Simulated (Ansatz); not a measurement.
# SiO2: further runs on the relaxed cell

The task here is to estimate one member of a computed series from the others.

Program: Ansatz 0.2.0. Level of theory: DFT LDA, scalar-relativistic, plane waves, PAW. These are calculated values, not measurements.

## The structure to begin with

The structure is tetragonal, space group P-4m2 (No. 115). The conventional cell has a = 6.887 Å, b = 6.887 Å, c = 6.400 Å, α = 90.00°, β = 90.00°, γ = 90.00°. Around Si (site symmetry m) lie 4 O at 1.59 to 1.62 Å. Si (site symmetry -4m2) is surrounded by 4 O at 1.61 Å. O (site symmetry m) is surrounded by 2 Si at 1.61 Å. O (site symmetry 2) has 2 Si at 1.62 Å in its first shell of neighbours. Around O (site symmetry 2mm) lie 2 Si at 1.59 Å.

Coordinates:

```cif
data_structure
_symmetry_space_group_name_H-M 'P-4m2'
_symmetry_Int_Tables_number 115
_cell_length_a 6.8871
_cell_length_b 6.8871
_cell_length_c 6.4001
_cell_angle_alpha 90.000
_cell_angle_beta 90.000
_cell_angle_gamma 90.000
_cell_volume 303.57
loop_
_atom_site_label
_atom_site_type_symbol
_atom_site_symmetry_multiplicity
_atom_site_Wyckoff_symbol
_atom_site_fract_x
_atom_site_fract_y
_atom_site_fract_z
_atom_site_occupancy
Si1 Si 4 j 0.26925 0.00000 0.11931 1
Si2 Si 1 d 0.00000 0.00000 0.50000 1
O1 O 4 j 0.19190 0.00000 0.35657 1
O2 O 4 h 0.19145 0.19145 0.00000 1
O3 O 2 g 0.50000 0.00000 0.12072 1
```

It goes back to an entry of the Materials Project, which need not be the stable form.

It is the result of an earlier relaxation at this level (volume 20.24 Å³/atom; gap on the mesh: 5.64 eV).

The first run:

The input, input.yaml:

```yaml
crystal:
  lattice:
    - [6.8174867849, 0.0, 0.0]
    - [0.0, 6.8174867849, 0.0]
    - [0.0, 0.0, 6.3354728227]
  atoms:
    - { symbol: Si, position: [0.2692498435, 0.0, 0.1193140972] }
    - { symbol: Si, position: [0.0, 0.7307501565, 0.8806859028] }
    - { symbol: Si, position: [0.0, 0.2692498435, 0.8806859028] }
    - { symbol: Si, position: [0.7307501565, 0.0, 0.1193140972] }
    - { symbol: Si, position: [0.0, 0.0, 0.5] }
    - { symbol: O, position: [0.19190333, 0.0, 0.3565740649] }
    - { symbol: O, position: [0.0, 0.80809667, 0.6434259351] }
    - { symbol: O, position: [0.0, 0.19190333, 0.6434259351] }
    - { symbol: O, position: [0.80809667, 0.0, 0.3565740649] }
    - { symbol: O, position: [0.1914476445, 0.1914476445, 0.0] }
    - { symbol: O, position: [0.1914476445, 0.8085523555, 0.0] }
    - { symbol: O, position: [0.8085523555, 0.1914476445, 0.0] }
    - { symbol: O, position: [0.8085523555, 0.8085523555, 0.0] }
    - { symbol: O, position: [0.5, 0.0, 0.1207156002] }
    - { symbol: O, position: [0.0, 0.5, 0.8792843998] }
basis:
  ecutwfc: 420
kpoints:
  mp_grid: { grid: [4, 4, 4] }
hamiltonian:
  xc: lda
scf:
  occupations: { method: gaussian, width: 0.02 }
output:
  forces: true
  stress: true
  eigenvalues: true
  write_density: true
  write_potential: true
  elf: true
  volumetric_format: npy
relax:
  adjacent_minimum: "off"
  f_tol: 0.01
  max_steps: 30
  cell: { stress_tol: 0.1, fix: [volume] }
```

Started as:

```sh
$ ansatz run input.yaml --threads 4 --pin off --max-ram 10240MiB --backend cpu --events-out ev --progress --plain --runs-dir out
```

Steps of the session up to this table: Point at V/V0 = 0.97; Point at V/V0 = 1.03; Point at V/V0 = 0.94; Volume × 1.06; The cell scaled to 0.91 of its volume; Point at V/V0 = 1.10; The cell scaled to 0.88 of its volume.

One of the session's tables, all rows but one given; the rest of the session is left out.

It belongs to the step «Energy against volume». 

| volume (Å³/atom) | energy above the lowest point (meV/atom) | pressure (GPa) | gap on the mesh (eV) |
| --- | --- | --- | --- |
| 17.809 | 88.2 | 11.65 | 5.44 |
| 18.416 | 49.1 | 8.89 | 5.60 |
| 19.024 | 21.3 | 5.79 | 5.67 |
| 19.631 | 5.2 | 2.78 | 5.68 |
| 20.238 | 0.0 | 0.00 | 5.64 |
| 20.845 | ? | ? | ? |
| 21.452 | 18.8 | -4.80 | 5.44 |
| 22.262 | 50.0 | -7.44 | 5.23 |

Q: Estimate the row for volume (Å³/atom) = 20.845 from the others.

Worked estimate for «energy above the lowest point (meV/atom)». A straight line through the neighbours (20.238, 0.0) and (21.452, 18.8) gives 0.0 + (18.8 − 0.0) × (20.845 − 20.238) / (21.452 − 20.238) = 9.4; a parabola fitted to 4 rows on both sides gives 5.0.

As computed: energy above the lowest point (meV/atom): 4.8; pressure (GPa): -2.53; gap on the mesh (eV): 5.56. In «energy above the lowest point (meV/atom)» the line misses by +4.6 and the parabola by +0.2.

Caveats from the session: The gap on the mesh goes from 5.44 eV at the smallest volume to 5.23 eV at the largest, through a peak of 5.68 eV between. Warnings in the runs' records: xc potential rough in thin density.
